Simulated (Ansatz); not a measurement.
Runs of Ansatz 0.2.0 on K2CuBr2F2. The structure is tetragonal, space group P4/mmm (No. 123). Conventional cell: a = 5.029 Å, b = 5.029 Å, c = 6.635 Å, α = 90.00°, β = 90.00°, γ = 90.00°. Around Br (site symmetry mmm) lie 2 Cu at 2.51 Å. Around Cu (site symmetry 4/mmm) lie 4 Br at 2.51 Å. K (site symmetry mmm) is surrounded by 4 F at 2.51 Å. F (site symmetry 4/mmm) is surrounded by 4 K at 2.51 Å. F (site symmetry 4/mmm) has 4 K at 2.51 Å as nearest neighbours. The cell comes from a database or a generator and needn't be the stable form of this composition.

| task | level | cell | cutoff (eV) | smearing | broadening | gap on the mesh (eV) | pressure (GPa) |
| --- | --- | --- | --- | --- | --- | --- | --- |
| single point | PBEsol+D4 | as given | 420 | gaussian 0.05 eV | - | none | -1.7 |
| optical spectrum | r2SCAN | as given | 500 | gaussian 0.1 eV | 0.1 eV | none | - |
| single point | revPBE+D3(BJ) | volume scaled by 0.96 | 420 | fermi-dirac 0.05 eV | - | none | 1.5 |
| single point | PBEsol | as given | 420 | gaussian 0.02 eV | - | none | (a) |

Alike in all rows: potentials or basis Ansatz PAW; no spin polarisation; k mesh 5 × 5 × 4.

Question: Estimate the missing entries.

Answer: (a) -1.2.

Caveats: an odd number of electrons without spin polarisation forces a metal; a magnetic or distorted state may lie lower; the run has no spin polarisation, though such a crystal can be magnetic; semilocal functionals often make such compounds metallic where correlation or magnetic order opens a gap, which also shifts bond lengths; the PAW data sets come from PBE, with cores solved anew for the run's functional, which leaves a small shift of forces and pressure; pairwise dispersion overbinds metals, which lowers pressure and volume (some runs); spectra need much finer meshes, so this one isn't converged (some runs).

A k mesh can miss the band edges, and the runs leave out spin-orbit coupling on Br.

A gap of «none» marks a metal or a gap under the smearing width.

Runs at the PBE level aren't shown here.
